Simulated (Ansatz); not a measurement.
Consider a comparison of norm-conserving and PAW potentials of CdPd, space group P4/mmm (the Python package of Ansatz (0.2.0)).

The script, `cdpd_nc_paw.py`:
```python
import ansatz as az
import numpy as np
from tabulate import tabulate


def count_gap(report):
    # lowest empty less highest filled band, counting bands; zero where they overlap
    return max(report.get("gap_by_band_count_ev") or 0.0, 0.0)

lattice = az.Lattice.of(
    (3.0276, 0.0, 0.0),
    (0.0, 3.0276, 0.0),
    (0.0, 0.0, 3.631),
)
sites = [
    ("Cd", (0.0, 0.0, 0.0)),
    ("Pd", (0.5, 0.5, 0.5)),
]
cell = az.Crystal(lattice=lattice)
for symbol, position in sites:
    cell = cell.atom(symbol, position)

base = (
    cell.calculation()
    .occupations("cold", width=100 * az.meV)
    .functional(az.Functional.LDA)
    .kpoints(length=20)
    .scf(tolerance=1e-08)
    .stress()
    .forces()
    .band_table()
)
variants = {
    "PAW": base.pseudopotentials("paw"),
    "norm-conserving": base.pseudopotentials("nc"),
}
rows = []
for label, variant in variants.items():
    data = variant.run(threads=1).report
    levels = np.array(data["eigenvalues_ev"][0]) - data["fermi_energy_ev"]
    print(label, "levels at the first k-point near E_F:", np.round(levels[np.abs(levels) < 5], 3))
    rows.append((label, data["n_electrons"], np.trace(data["stress_gpa"]) / 3, count_gap(data)))
print(tabulate(rows, headers=["treatment", "electrons in bands", "P GPa", "gap by band count eV"], floatfmt=".4f", tablefmt="github"))
```

How well do the two treatments of the cores agree on the pressure?

PAW gives -6.192 GPa and norm-conserving -6.037 GPa, 0.16 GPa apart. They took 1.4 and 6.5 s of processor time.

The output:

`python cdpd_nc_paw.py` gives:
```text
DeckWarning: basis.ecutwfc = 420 eV, auto-derived from the records' recommended cutoffs: set by Cd (normal level)
DeckWarning: output.stress: scf.convergence.dr2_threshold = 1e-8 eV is looser than the 2e-10 eV advised for a printed stress (1e-10 eV for each atom of the cell: 2). What an SCF threshold leaves in a [...]
PAW levels at the first k-point near E_F: [-3.743 -3.327 -1.915 -1.915 -1.656  2.848]
DeckWarning: basis.ecutwfc = 1387.780699 eV, auto-derived from the records' recommended cutoffs: set by Cd (normal level)
norm-conserving levels at the first k-point near E_F: [-3.745 -3.327 -1.914 -1.914 -1.654  2.854]
| treatment       |   electrons in bands |   P GPa |   gap by band count eV |
|-----------------|----------------------|---------|------------------------|
| PAW             |              38.0000 | -6.1923 |                 0.0000 |
| norm-conserving |              38.0000 | -6.0368 |                 0.0000 |
```
(Warnings from the package without file and line, shortened.)

Notes:
- The computed bands are complete only to about 5.8 eV above the Fermi level.
- The mesh is modest for a metal, so energies can be off by several to tens of meV an atom and pressures by half a GPa or more; differences at equal mesh fare better.
- A gap by band count of zero or less means overlapping bands, a metal.
- At these settings the cell as given stands under about -6 GPa, so it isn't at this functional's equilibrium volume.
- The starting cell is as deposited in a crystallographic database; the results hold for this polymorph, which needn't be the stable one.
- Levels are Kohn-Sham eigenvalues on this mesh, without spin-orbit coupling.
- Stress is positive in compression.
- Wall time of the script: 9 s on 1 thread of AMD EPYC 7R13 Processor (Zen 3) (shared host), peak memory 0.5 GiB.

(Lines on the test bed's own set-up are left out of the output.)
